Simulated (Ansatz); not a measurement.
# LuGaAs2: a single-point run

The task is a single-point run on LuGaAs2. The structure is shown as the input types it. The cell is built on a prototype (ordering on rocksalt) and needn't be the phase found in nature.

Program: Ansatz 0.2.0. Level of theory: density functional or hybrid calculation with the settings of its input, plane waves (as first typed). These are calculated values, not measurements.

**1. The system as given**

It takes space group P4/mmm (No. 123, tetragonal). The conventional cell has a = 3.898 Å, b = 3.898 Å, c = 5.712 Å, α = 90.00°, β = 90.00°, γ = 90.00°. Ga (site symmetry 4/mmm) is surrounded by 6 As at 2.76 to 2.86 Å. As (site symmetry 4/mmm) has 4 Lu at 2.76 Å and 2 Ga at 2.86 Å as nearest neighbours. Lu (site symmetry 4/mmm) has 6 As at 2.76 to 2.86 Å as nearest neighbours. As (site symmetry 4/mmm) is surrounded by 4 Ga at 2.76 Å and 2 Lu at 2.86 Å.

Structure file:

```cif
data_structure
_symmetry_space_group_name_H-M 'P 1'
_symmetry_Int_Tables_number 1
_cell_length_a 3.8976
_cell_length_b 3.8976
_cell_length_c 5.7119
_cell_angle_alpha 90.000
_cell_angle_beta 90.000
_cell_angle_gamma 90.000
_cell_volume 86.77
loop_
_atom_site_label
_atom_site_type_symbol
_atom_site_fract_x
_atom_site_fract_y
_atom_site_fract_z
_atom_site_occupancy
Ga1 Ga 0.00000 0.00000 0.00000 1
As1 As 0.00000 0.00000 0.50000 1
Lu1 Lu 0.50000 0.50000 0.50000 1
As2 As 0.50000 0.50000 0.00000 1
```

**2. The run**

input.yaml reads:

```yaml
crystal:
  lattice:
    - [3.897630403, 0.0, 0.0]
    - [0.0, 3.897630403, 0.0]
    - [0.0, 0.0, 5.7118711213]
  atoms:
    - { symbol: Ga, position: [0.0, 0.0, 0.0] }
    - { symbol: As, position: [0.0, 0.0, 0.5] }
    - { symbol: Lu, position: [0.5, 0.5, 0.5] }
    - { symbol: As, position: [0.5, 0.5, 0.0] }
kpoints:
  mp_grid: { grid: [4, 4, 4] }
hamiltonian:
  xc: pbe
scf:
  occupations: { method: fermi_dirac, width: 0.02 }
  n_extra_bands: 5
  max_iter: 55
output:
  forces: true
  stress: true
  eigenvalues: true
basis:
  ecutwfc: 160
```

Command:

```
ansatz run input.yaml --threads 4 --pin off --max-ram 3686MiB --backend cpu --events-out ev --progress --plain --runs-dir out
```

What happens when this is run?

The program finished normally, with warnings (cutoff below recommended). Its log warns: «basis.ecutwfc = 160 eV is below the records' recommended 420 eV ...»

Look at the input: basis.ecutwfc is 160. With so few plane waves the basis is incomplete by a wide margin. The potentials' recommended cutoff is 420 eV.

To check: delete basis.ecutwfc (the default then holds).
